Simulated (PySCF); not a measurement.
**The bond of PdI, level by level**

Aim: find the lowest electronic state of PdI, scan its bond at several levels of theory, and get bond length, wavenumber and dissociation energy from each curve.

The runs use PySCF 2.14.0; Pd def2-TZVPP with ECP28, I def2-TZVPP with ECP28, scalar-relativistic core potentials.

## (1) The job

Settings of the job:

- atoms: Pd, I
- charge: 0
- basis: Pd def2-TZVPP with ECP28, I def2-TZVPP with ECP28
- Hamiltonian: scalar-relativistic core potentials
- basis functions: 106
- electrons treated: 43
- masses in u: 105.9035, 126.9045
- levels: PBE0, PBE, r²SCAN, r²SCAN0, M06-2X, M06-L, MN15, HSE06, HF, MP2, SCS-MP2
- grid: 80 radial by 434 angular points
- occupations: held fixed by the projection of orbital angular momentum
- dissociation limit: Pd + I, each in its ground configuration
- starting distance in angstrom: 2.495
- values of 2S to try: 1, 3

Launch:

```console
$ OMP_NUM_THREADS=2 python dia.py task.json out
```

The runs that follow: PBE0 along the bond; Excited determinants; PBE (GGA); r²SCAN; r²SCAN0 (hybrid meta-GGA); M06-2X (hybrid meta-GGA); M06-L; MN15 (hybrid meta-GGA); HSE06 (range-separated hybrid); UHF.

Before running it: what results should come out? Wanted: for each run, Re; ωe; De; μ.

As calculated:

Lowest PBE0 solution found, without spin–orbit coupling: ²Σ⁺ (doublet), unpaired electrons σ ↑. State 2 has its PBE0 minimum 0.14 eV higher. State 3 has its PBE0 minimum 0.49 eV higher. State 4 has its PBE0 minimum 2.43 eV higher. The other levels ran on the lowest alone.

```tsv
level	Re (Å)	ωe (cm⁻¹)	De (eV)	μ (D)
UHF	2.668	186.4	2.06	-7.15
UHF-MP2	2.480	222.3	1.90	n/a
UHF-SCS-MP2	2.518	212.8	1.85	n/a
PBE	2.521	209.6	2.56	-3.43
r²SCAN	2.511	215.5	2.71	-3.95
M06-L	2.544	200.6	2.32	-3.79
PBE0	2.524	213.2	2.40	-4.31
r²SCAN0	2.519	215.6	2.52	-4.64
HSE06	2.529	212.2	2.42	-4.25
MN15	2.504	216.8	2.14	-3.86
M06-2X	2.564	197.4	1.77	-4.88
```

De is counted to Pd + I in their ground configurations. A positive dipole means Pd(−)I(+).

**Reading.** Bond lengths run from 2.480 Å (UHF-MP2) to 2.668 Å (UHF). Among the levels with a De in the table, it runs from 1.77 eV (M06-2X) to 2.71 eV (r²SCAN).

Correlated steps freeze 4 core orbitals. These are scalar-relativistic numbers at best; spin–orbit coupling would shift them, the dissociation energy most. With d or f electrons several states lie close, and the lowest PBE0 determinant need not be the measured ground state. With spin–orbit coupling the term label itself may not hold.
